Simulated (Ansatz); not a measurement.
# C3H8SSi: one species, many methods

One table from this session's results is given with a row withheld; the runs are named, their logs left out.

Method: functionals in def2-TZVPP, the program's frozen cores in correlated methods; program: Ansatz 0.2.0, Gaussian basis.

Plan: PBE-D4, r2SCAN-D4, PBE0-D4, B3LYP-D4, ωB97X-V, ωB97M-V, B2PLYP; CCSD(T)/def2-TZVPP; MP2/def2-QZVPP; extrapolation to the limit.

## Structure used throughout

An earlier PBE0-D4 in a triple-zeta def2 set relaxation fixed the geometry.

SMILES `C[SiH2]C(C)=S`, 13 atoms, charge 0, spin multiplicity 1.

Atoms are counted from 1 here; the program's logs count them from 0.

Bond lengths: C1–Si2 1.857 Å, C1–H6 1.091 Å, C1–H7 1.091 Å, C1–H8 1.093 Å, Si2–C3 1.897 Å, Si2–H9 1.492 Å, Si2–H10 1.492 Å, C3–C4 1.491 Å, C3–S5 1.620 Å, C4–H11 1.096 Å, C4–H12 1.090 Å, C4–H13 1.096 Å. Angles: Si2–C1–H6 110.6°, Si2–C1–H7 110.6°, Si2–C1–H8 110.2°, H6–C1–H7 107.8°, H6–C1–H8 108.7°, H7–C1–H8 108.7°, C1–Si2–C3 112.7°, C1–Si2–H9 111.6°, C1–Si2–H10 111.6°, C3–Si2–H9 106.8°, C3–Si2–H10 106.7°, H9–Si2–H10 107.0°, Si2–C3–C4 117.5°, Si2–C3–S5 119.8°, C4–C3–S5 122.7°, C3–C4–H11 109.9°, C3–C4–H12 111.9°, C3–C4–H13 109.9° and more.

Set-up of the first run:

The input, in.yaml:

```yaml
crystal:
  periodic: [false, false, false]
  atoms:
    - {symbol: C, position_ang: [-0.922515, 1.418953, 1.484279]}
    - {symbol: Si, position_ang: [-0.626313, 0.582790, -0.147624]}
    - {symbol: C, position_ang: [0.724049, -0.745823, -0.055517]}
    - {symbol: C, position_ang: [1.044800, -1.491027, -1.306902]}
    - {symbol: S, position_ang: [1.479059, -1.029533, 1.349925]}
    - {symbol: H, position_ang: [-1.231186, 0.692575, 2.238136]}
    - {symbol: H, position_ang: [-0.010953, 1.902648, 1.839595]}
    - {symbol: H, position_ang: [-1.705090, 2.175227, 1.384932]}
    - {symbol: H, position_ang: [-1.858619, -0.090035, -0.651746]}
    - {symbol: H, position_ang: [-0.200613, 1.556426, -1.194631]}
    - {symbol: H, position_ang: [0.144441, -1.988940, -1.685088]}
    - {symbol: H, position_ang: [1.831650, -2.229413, -1.150086]}
    - {symbol: H, position_ang: [1.351889, -0.788551, -2.090372]}
basis:
  gaussian: {orbitals: def2-TZVPP}
hamiltonian: {xc: pbe, dispersion: d4}
output: {forces: true, orbitals: {seedname: orbitals}}
```

Command:

```bash
$ ansatz run in.yaml --threads 4 --pin off --events-out ev --progress --plain --max-ram 10444MiB
```

Among the steps run: PBE-D4 (GGA); r2SCAN-D4 (meta-GGA); PBE0-D4 (hybrid); B3LYP-D4 (hybrid); ωB97X-V (range-separated); ωB97M-V (range-separated); B2PLYP (double hybrid); CCSD(T) in def2-TZVPP; MP2 in def2-QZVPP.

One of the session's tables, all rows but one given; the rest of the session is left out.

```
            method  atomisation energy (kJ/mol)
            PBE-D4                       4848.5
         r2SCAN-D4                       4788.4
           PBE0-D4                       4787.9
          B3LYP-D4                       4774.4
           ωB97X-V                       4785.4
           ωB97M-V                       4789.5
            B2PLYP                       4718.4
     HF/def2-TZVPP                            ?
    MP2/def2-TZVPP                       4700.0
   CCSD/def2-TZVPP                       4587.0
CCSD(T)/def2-TZVPP                       4656.6
           MP2/CBS                       4816.1
       CCSD(T)/CBS                       4772.7
```

Estimate the missing values for HF/def2-TZVPP.

**Answer.** atomisation energy (kJ/mol): 3547.7. In the column «atomisation energy (kJ/mol)» it is the lowest.

Among the levels timed on like hardware and quicker than the yardstick, those that no quicker one beats, quickest first: PBE-D4 (2.7 s, +75.7 kJ/mol); PBE0-D4 (3.2 s, +15.2 kJ/mol); B3LYP-D4 (5.5 s, +1.6 kJ/mol).

B2PLYP carry no dispersion term (for B3LYP, D4 adds 49.6 kJ/mol).

To keep in mind: Free atoms (3 C, 1 Si, 1 S, 8 H) were run apart at each level; the atomisation energy is their sum less the molecule, without zero-point or spin-orbit terms.
